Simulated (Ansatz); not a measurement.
# C: the cost of one run

Program: Ansatz 0.2.0. Level of theory: DFT LDA, scalar-relativistic. These are calculated values, not measurements.

### 1 The structure to begin with

Symmetry: Fd-3m, No. 227, cubic system. Conventional cell: a = 3.567 Å, b = 3.567 Å, c = 3.567 Å, α = 90.00°, β = 90.00°, γ = 90.00°. C (site symmetry -43m) has 4 C at 1.54 Å as nearest neighbours.

As a file:

```cif
data_structure
_symmetry_space_group_name_H-M 'P 1'
_symmetry_Int_Tables_number 1
_cell_length_a 2.5221
_cell_length_b 2.5221
_cell_length_c 2.5221
_cell_angle_alpha 60.000
_cell_angle_beta 60.000
_cell_angle_gamma 60.000
_cell_volume 11.34
loop_
_atom_site_label
_atom_site_type_symbol
_atom_site_fract_x
_atom_site_fract_y
_atom_site_fract_z
_atom_site_occupancy
C1 C 0.50000 0.50000 0.50000 1
C2 C 0.75000 0.75000 0.75000 1
```

Atoms are numbered in the order of the input: C1, C2.

### 2 After the deformation

Space group Fd-3m before, I4_1/amd after.

### 3 All-electron LAPW

input.yaml reads:

```yaml
crystal:
  lattice:
    - [0.0, 1.819068, 1.7834]
    - [1.819068, 0.0, 1.7834]
    - [1.819068, 1.819068, 0.0]
  atoms:
    - { symbol: C, position: [0.5, 0.5, 0.5] }
    - { symbol: C, position: [0.75, 0.75, 0.75] }
kpoints:
  mp_grid: { grid: [16, 16, 16] }
  band_path:
    path:
      - [0.0, 0.0, 0.0]
      - [0.0, 0.5, 0.5]
      - [0.25, 0.75, 0.5]
      - [0.0, 0.5, 0.0]
      - [0.0, 0.0, 0.0]
      - [0.5, 0.5, 0.0]
      - [0.38005, 0.61995, 0.0]
      - [-0.38005, 0.38005, 0.0]
      - [0.0, 0.0, 0.0]
    npoints: 5
scf:
  occupations: { method: fermi_dirac, width: 0.03 }
hamiltonian:
  xc: lda
  pseudopotentials: { kind: all_electron, lapw: { basis_error: 0.00025 } }
output:
  forces: true
  stress: true
  eigenvalues: true
```

On the command line:

```
$ ansatz run input.yaml --threads 1 --pin off --max-ram 3072MiB --backend cpu --events-out ev --progress --plain --runs-dir out
```

What time and memory should one allow on 1 thread of Intel Xeon 6975P-C (Granite Rapids), shared host?

About 14 s, with a peak of 0.53 GiB.
